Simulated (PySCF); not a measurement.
**SbH (triplet): changing the method**

Aim: see what other levels and later steps give for SbH (triplet).

Program: PySCF 2.14.0. Level of theory: each script names its method and basis. These are calculated values, not measurements.

3 further runs of the same task are left out: 3 that didn't finish.

## Step 1: Where the work starts

SbH (triplet): 2 atoms, charge 0, spin multiplicity 3.

Bond lengths: Sb1–H2 1.685 Å.

## Step 2: Base script

Input file input.py:

```python
from pyscf import gto, dft

mol = gto.M(
    atom='Sb 0 0 0; H 0 0 1.685',
    basis='def2-svp',
    ecp={'Sb': 'def2-svp'},
    charge=0,
    spin=2,
    verbose=4,
)
mf = dft.UKS(mol, xc='hcth407')
mf.kernel()
mf.stability(internal=True, external=True)
mf.dip_moment()
print('orbital energies (hartree):', [e[max(0, n-3):n+3].round(4) for e, n in zip(mf.mo_energy, mol.nelec)])
```

The run is started by

```sh
> OMP_NUM_THREADS=1 python input.py
```

Its log is not repeated here.

It gives: E(SCF) = -241.451528 Eh, 10 cycles, ⟨S²⟩ = 2.006, μ = 0.09 D, internal stable; real -> complex stable; UHF/UKS -> GHF/GKS stable.

The bond length is a typed value, not an optimised one. The triplet is typed in the script; nothing here shows that it is the ground state.

## Step 3: SCF alone

Edit 1 changes step after the SCF: stability → none.

Input file input.py:

```python
from pyscf import gto, dft

mol = gto.M(
    atom='Sb 0 0 0; H 0 0 1.685',
    basis='def2-svp',
    ecp={'Sb': 'def2-svp'},
    charge=0,
    spin=2,
    verbose=4,
)
mf = dft.UKS(mol, xc='hcth407')
mf.kernel()
mf.dip_moment()
print('orbital energies (hartree):', [e[max(0, n-3):n+3].round(4) for e, n in zip(mf.mo_energy, mol.nelec)])
```

The run is started by

```sh
> OMP_NUM_THREADS=1 python input.py
```

## Step 4: CASCI (ROHF)

Edit 2 changes step after the SCF: stability → casci; SCF type: UKS → ROHF; functional: hcth407 → none (Hartree–Fock); active space: none → 6 electrons in 8 orbitals.

Input file input.py:

```python
from pyscf import gto, scf, mcscf

mol = gto.M(
    atom='Sb 0 0 0; H 0 0 1.685',
    basis='def2-svp',
    ecp={'Sb': 'def2-svp'},
    charge=0,
    spin=2,
    verbose=4,
)
mf = scf.ROHF(mol)
mf.kernel()
mc = mcscf.CASCI(mf, 8, 6)
mc.kernel()
mc.analyze()
mf.dip_moment()
print('orbital energies (hartree):', mf.mo_energy[..., max(0, mol.nelec[1]-3):mol.nelec[0]+3].round(4))
```

## Step 5: Mn15l

Edit 3 changes functional: hcth407 → mn15l.

input.py: that of step 2 with these lines changed.

```diff
@@ -10,3 +10,3 @@
 )
-mf = dft.UKS(mol, xc='hcth407')
+mf = dft.UKS(mol, xc='mn15l')
 mf.kernel()
```

Q: Predict the outcome of this session. Wanted: for each run, E(SCF); from base; gap, α spin; SCF dipole; after the SCF.

**Answer**, as computed:

```
         run  E(SCF) (hartree)  from base (eV)  cycles  gap, α spin (eV)  SCF dipole (D)                 after the SCF
        base       -241.451528               0      10              5.06            0.09                        stable
   SCF alone       -241.451528          0.0000      10              5.06            0.09                           n/a
CASCI (ROHF)       -239.824516  not comparable       8               n/a            0.01   CASCI correlation -0.531 eV
       mn15l       -240.002651  not comparable       9              5.52            0.19  unstable: UHF/UKS -> GHF/GKS
```

In words: Total energies of different functionals can't be compared with each other; differences within one functional can.
